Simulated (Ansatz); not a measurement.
# SiH2Br (doublet): the correlation ladder at distance Br1–H2 along a hydrogen transfer = 1.569 Å, cc-pVTZ

Aim: climb from Hartree-Fock through coupled cluster and multireference methods for SiH2Br (doublet) at one geometry and basis, and see what each rung misses.

Method: cc-pVTZ, core rule «outside noble gas», up to 19 orbitals frozen; program: Ansatz 0.2.0, Gaussian basis.

The runs, in order: UHF; CCSD(T) on ROHF; CCSD(T) on UHF; BCCD(T) on ROHF; CCSDT(Q) on ROHF; CCSDT(Q) on UHF; CASSCF and NEVPT2, 3 electrons in 3 orbitals; CASSCF and NEVPT2, 13 electrons in 10 orbitals.

### 1 What is computed

The geometry derives from fragments relaxed apart (PBE0/def2-TZVP) and kept rigid, so it is no stationary point. A hydrogen atom is moved between rigid fragments. No spin-orbit coupling is included. The filled d shell of Br may be among the frozen orbitals whatever the setting's name suggests; the logs give the count.

4 atoms, charge 0, spin multiplicity 2.

Atoms are counted from 1 here; the program's logs count them from 0.

Bond lengths: Br1–H2 1.569 Å, H2–Si3 1.638 Å, Si3–H4 1.532 Å. Angles: Br1–H2–Si3 180.0°, H2–Si3–H4 105.0°.

### 2 UHF

The input, in.yaml:

```yaml
crystal:
  periodic: [false, false, false]
  atoms:
    - {symbol: Br, position_ang: [-2.094859, 0.369878, 0.000000]}
    - {symbol: H, position_ang: [-0.525859, 0.369878, 0.000000]}
    - {symbol: Si, position_ang: [1.112141, 0.369878, 0.000000]}
    - {symbol: H, position_ang: [1.508576, -1.109635, 0.000000]}
basis:
  gaussian: {orbitals: cc-pVTZ}
magnetization: {spin_polarized: true, initial_magnetization: 1}
hamiltonian: {xc: hf}
output: {orbitals: {seedname: orbitals}}
```

The run is started by

```bash
> ansatz run in.yaml --threads 1 --pin off --events-out ev --progress --plain --max-ram 2816MiB --backend cpu
```

After this run come: CCSD(T) on ROHF; CCSD(T) on UHF; BCCD(T) on ROHF; CCSDT(Q) on ROHF; CCSDT(Q) on UHF; CASSCF and NEVPT2, 3 electrons in 3 orbitals; CASSCF and NEVPT2, 13 electrons in 10 orbitals.

Before running them: what should the planned runs give, taken together? Wanted: UCCSDT(Q) below the RHF energy; RMP2 from UCCSDT(Q); UMP2 from UCCSDT(Q); RCCSD from UCCSDT(Q); RCCSD(T) from UCCSDT(Q); UCCSD(T) from UCCSDT(Q); RCCSDT(Q) from UCCSDT(Q); NEVPT2 pair from UCCSDT(Q); NEVPT2 valence from UCCSDT(Q).

The runs gave:

| quantity | value |
| --- | --- |
| UCCSDT(Q) below the RHF energy | -9.0377 eV |
| RMP2 from UCCSDT(Q) | +1396.4 meV |
| UMP2 from UCCSDT(Q) | +1478.4 meV |
| RCCSD from UCCSDT(Q) | +392.7 meV |
| RCCSD(T) from UCCSDT(Q) | +53.4 meV |
| UCCSD(T) from UCCSDT(Q) | +55.5 meV |
| RCCSDT(Q) from UCCSDT(Q) | +1.9 meV |
| NEVPT2 pair from UCCSDT(Q) | +1367.0 meV |
| NEVPT2 valence from UCCSDT(Q) | +1827.3 meV |
| levels within 1 kcal/mol (43 meV) | RCCSDT, UCCSDT, RCCSDT(Q) |
| T1 diagnostic | 0.021 |
| effectively unpaired electrons | 1.06 |

What this shows: RCCSD(T) misses by +53.4 meV, 0.6 % of the correlation energy. One determinant dominates. Of the multireference levels listed NEVPT2 pair comes nearest in total energy (+1367.0 meV), which doesn't show that its space is the better one. Coupled cluster took another determinant than the lowest Hartree-Fock one. These misses are within one basis, not against nature; the frozen cores of restricted and unrestricted runs differ, which can shift their rows.
